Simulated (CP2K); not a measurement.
# C2H6OSi (SMILES O[SiH]1CC1) at GFN1-xTB

Aim: the energy difference between two shapes of C2H6OSi at GFN1-xTB, from 2 runs. 

The results are computed with CP2K 2026.2.

1 further run of the same task is left out (set aside as unsound or not needed).

## 1. Starting point

C2H6OSi has 10 atoms, charge 0, and is taken as a singlet. SMILES: `O[SiH]1CC1`. The coordinates come from a GFN2-xTB relaxation. This is one conformer, not always the lowest.

Bond lengths: O1–Si2 1.627 Å, Si2–C3 1.877 Å, Si2–C4 1.877 Å, C3–C4 1.554 Å, O1–H5 0.954 Å, Si2–H6 1.440 Å, C3–H7 1.083 Å, C3–H8 1.080 Å, C4–H9 1.081 Å, C4–H10 1.083 Å. Some angles: O1–Si2–C3 122.5°, O1–Si2–C4 122.5°, C3–Si2–C4 48.9°, Si2–C3–C4 65.5°, Si2–C4–C3 65.6°, O1–Si2–H6 104.4°, C3–Si2–H6 125.4°, C4–Si2–H6 125.3°, Si2–O1–H5 121.8°, Si2–C3–H7 121.3°.

## 2. Energy and forces at GFN1-xTB

File molecule.xyz:

```xyz
10

O     -0.335820     1.745570    -1.268080
Si    -0.259880     0.925640     0.135350
C     -0.584320    -0.920440     0.242360
C      0.909010    -0.519750     0.397720
H     -0.158560     1.325360    -2.105470
H     -0.622150     1.894630     1.136870
H     -0.820380    -1.502770    -0.639970
H     -1.034870    -1.361490     1.119610
H      1.337550    -0.721550     1.369190
H      1.569440    -0.865220    -0.387570
```

File qs.inp:

```
&GLOBAL
 PROJECT qs
 RUN_TYPE ENERGY_FORCE
 PRINT_LEVEL MEDIUM
&END

&FORCE_EVAL
 METHOD QS
 &DFT
  CHARGE 0
  MULTIPLICITY 1
  &QS
   METHOD XTB
   EPS_DEFAULT 1.0E-10
   &XTB
    GFN_TYPE 1
    CHECK_ATOMIC_CHARGES F
   &END
  &END
  &POISSON
   PERIODIC NONE
   POISSON_SOLVER ANALYTIC
  &END
  &SCF
   SCF_GUESS ATOMIC
   EPS_SCF 1.0E-06
   MAX_SCF 50
   &OT ON
    MINIMIZER CG
    PRECONDITIONER FULL_SINGLE_INVERSE
   &END
   &OUTER_SCF
    EPS_SCF 1.0E-06
    MAX_SCF 8
   &END
  &END
  &PRINT
   &MOMENTS
    PERIODIC F
    REFERENCE COM
    MAX_MOMENT 1
   &END
   &MO_CUBES
    NLUMO 1
    NHOMO -1
    WRITE_CUBE F
   &END
   &HIRSHFELD OFF
   &END
  &END
 &END
 &SUBSYS
  &CELL
   ABC [angstrom] 10.6 11.4 11.5
   PERIODIC NONE
  &END
  &TOPOLOGY
   COORD_FILE_NAME molecule.xyz
   COORD_FILE_FORMAT XYZ
   &CENTER_COORDINATES
   &END
  &END
 &END
 &PRINT
  &FORCES ON
  &END
 &END
&END
```

Launch:

```bash
OMP_NUM_THREADS=1 cp2k.psmp -i qs.inp -o qs.out
```

What it wrote, cut to the lines that bear on the results:

```text
CP2K| version string:                                       CP2K version 2026.2
[...]
 GLOBAL| Method name                                                        CP2K
[...]
 GLOBAL| Run type                                                   ENERGY_FORCE
[...]
                             - Atoms:                                         10
[...]
                             - Spherical basis functions:                     33
[...]
 Number of electrons:                                                         24
[...]
     1 OT CG       0.80E-01    0.0     0.08777951       -13.9434152447 -1.39E+01
[...]
    14 OT CG       0.72E-01    0.0     0.00000047       -14.0314183027 -1.71E-11
  *** SCF run converged in    14 steps ***
[...]
 TB_DIPOLE| Moment [Debye]          0.07423572      -0.06397637      -0.90497301
 TB_DIPOLE| Derivative [a.u.]       0.00000000       0.00000000       0.00000000
[...]
 ENERGY| Total FORCE_EVAL ( QS ) energy [hartree]            -14.031418302722296
 FORCES| Atomic forces [hartree/bohr]
 FORCES|   Atom     x               y               z               |f|
 FORCES|      1  3.02480263E-03 -1.45067372E-02  4.77548872E-03   1.55692051E-02
 FORCES|      2 -1.09402936E-03  4.22298313E-03  1.29502701E-03   4.55055840E-03
 FORCES|      3 -2.55446407E-02  9.92036996E-03 -2.78247017E-03   2.75442289E-02
 FORCES|      4  1.72204120E-02  2.13787240E-02  2.28231677E-03   2.75463500E-02
 FORCES|      5 -1.46644463E-03  8.95627968E-03 -7.37706850E-03   1.16955780E-02
 FORCES|      6  9.45176595E-04 -2.77296043E-03 -1.72867861E-03   3.40161698E-03
 FORCES|      7  8.42520880E-04 -6.06738318E-03 -2.12875276E-03   6.48494938E-03
 FORCES|      8  7.15075452E-04 -8.03221988E-03  3.91461321E-03   8.96393248E-03
 FORCES|      9  2.57024008E-03 -7.43133305E-03  3.92342799E-03   8.78772622E-03
 FORCES|     10  2.78688704E-03 -5.66772299E-03 -2.17390366E-03   6.67949702E-03
 FORCES| Sum    -9.15066634E-17  4.17200996E-16 -1.87783816E-16
 FORCES| Total atomic force                                       4.66575720E-16
[...]
```

Wall time 1.1 s (1 thread of Intel Xeon 6975P-C (Granite Rapids), shared host); peak memory 0.2 GiB.

## 3. The distorted shape

File molecule.xyz:

```xyz
10

O     -0.343701     1.686107    -1.209700
Si    -0.303832     0.881844     0.162990
C     -0.545050    -0.919526     0.198924
C      0.880820    -0.513158     0.419504
H     -0.224763     1.378290    -1.980300
H     -0.634731     1.898511     1.162810
H     -0.809380    -1.504727    -0.642666
H     -1.110457    -1.357465     1.168348
H      1.306058    -0.798770     1.458541
H      1.537716    -0.903460    -0.431409
```

File job.inp:

```
&GLOBAL
   PROJECT job
   RUN_TYPE ENERGY_FORCE
   PRINT_LEVEL MEDIUM
&END GLOBAL

&FORCE_EVAL
   METHOD QS
   &DFT
      CHARGE 0
      MULTIPLICITY 1
      &QS
         METHOD XTB
         EPS_DEFAULT 1.0E-10
         &XTB
            GFN_TYPE 1
            CHECK_ATOMIC_CHARGES F
         &END XTB
      &END QS
      &POISSON
         PERIODIC NONE
         POISSON_SOLVER ANALYTIC
      &END POISSON
      &SCF
         SCF_GUESS ATOMIC
         EPS_SCF 1.0E-06
         MAX_SCF 50
         &OT ON
            MINIMIZER CG
            PRECONDITIONER FULL_SINGLE_INVERSE
         &END OT
         &OUTER_SCF
            EPS_SCF 1.0E-06
            MAX_SCF 8
         &END OUTER_SCF
      &END SCF
      &PRINT
         &MOMENTS
            PERIODIC F
            REFERENCE COM
            MAX_MOMENT 1
         &END MOMENTS
         &MO_CUBES
            NLUMO 1
            NHOMO -1
            WRITE_CUBE F
         &END MO_CUBES
         &HIRSHFELD OFF
         &END HIRSHFELD
      &END PRINT
   &END DFT
   &SUBSYS
      &CELL
         ABC [angstrom] 10.6 11.4 11.4
         PERIODIC NONE
      &END CELL
      &TOPOLOGY
         COORD_FILE_NAME molecule.xyz
         COORD_FILE_FORMAT XYZ
         &CENTER_COORDINATES
         &END CENTER_COORDINATES
      &END TOPOLOGY
   &END SUBSYS
   &PRINT
      &FORCES ON
      &END FORCES
   &END PRINT
&END FORCE_EVAL
```

Launch:

```bash
OMP_NUM_THREADS=1 cp2k.psmp -i job.inp > job.out 2>&1
```

What it wrote, cut to the lines that bear on the results:

```text
CP2K| version string:                                       CP2K version 2026.2
[...]
 GLOBAL| Method name                                                        CP2K
[...]
 GLOBAL| Run type                                                   ENERGY_FORCE
[...]
                             - Atoms:                                         10
[...]
                             - Spherical basis functions:                     33
[...]
 Number of electrons:                                                         24
[...]
     1 OT CG       0.80E-01    0.0     0.07908767       -13.9265742417 -1.39E+01
[...]
    13 OT CG       0.12E+00    0.0     0.00000080       -13.9986846057 -7.54E-11
  *** SCF run converged in    13 steps ***
[...]
 TB_DIPOLE| Moment [Debye]         -0.14691261       0.05969039      -0.94595339
 TB_DIPOLE| Derivative [a.u.]       0.00000000       0.00000000       0.00000000
[...]
 ENERGY| Total FORCE_EVAL ( QS ) energy [hartree]            -13.998684605735495
 FORCES| Atomic forces [hartree/bohr]
 FORCES|   Atom     x               y               z               |f|
 FORCES|      1 -2.18939305E-02  5.87723308E-02  1.41271990E-01   1.54568128E-01
 FORCES|      2 -5.12590533E-04  3.13955493E-02  2.01194272E-02   3.72925544E-02
 FORCES|      3 -8.37918915E-02 -2.54238481E-02  5.48651524E-02   1.03332657E-01
 FORCES|      4  7.32475001E-02 -6.27763762E-03  1.70235703E-02   7.54612944E-02
 FORCES|      5  2.28420063E-02 -5.10365005E-02 -1.65603373E-01   1.74788326E-01
 FORCES|      6  1.67291149E-03 -1.01963633E-02 -5.60514015E-03   1.17550863E-02
 FORCES|      7 -7.69515578E-04 -1.69664170E-02 -1.39289050E-02   2.19651054E-02
 FORCES|      8  2.63210136E-02  8.79872190E-03 -3.90694848E-02   4.79232501E-02
 FORCES|      9 -8.45406729E-03  2.36645185E-03 -3.41739344E-02   3.52835534E-02
 FORCES|     10 -8.66143611E-03  8.56771276E-03  2.51006973E-02   2.79010964E-02
 FORCES| Sum     1.38777878E-17  1.17961196E-16 -6.21031004E-16
 FORCES| Total atomic force                                       6.32287075E-16
[...]
```

Wall time 1.3 s (1 thread of Intel Xeon 6975P-C (Granite Rapids), shared host); peak memory 0.19 GiB.

## 4. Summary of results

At GFN1-xTB:

```
                                                  quantity         value
                                 first shape: total energy  -14.03142 Eh
    first shape: dipole moment (from atomic charges alone)        0.91 D
                                  first shape: HOMO energy     -10.11 eV
                            first shape: dispersion energy  -7.35 kJ/mol
                     first shape: largest force on an atom    1.416 eV/Å
                             distorted shape: total energy  -13.99868 Eh
distorted shape: dipole moment (from atomic charges alone)        0.96 D
                              distorted shape: HOMO energy     -10.07 eV
                        distorted shape: dispersion energy  -7.38 kJ/mol
                 distorted shape: largest force on an atom    8.988 eV/Å
                    energy change with the atoms displaced      0.891 eV
```

What this shows: With the atoms displaced the energy rises by 0.89 eV (20.5 kcal/mol). The first shape isn't relaxed at this level, so the change isn't measured from a minimum. The largest force (first shape) is 1.42 eV/Å: the shape isn't a stationary point for this species at this level. The dipole (first shape) comes from point charges on the atoms alone, without atomic dipoles, so it is partial. The dipole (distorted shape) comes from point charges on the atoms alone, without atomic dipoles, so it is partial.
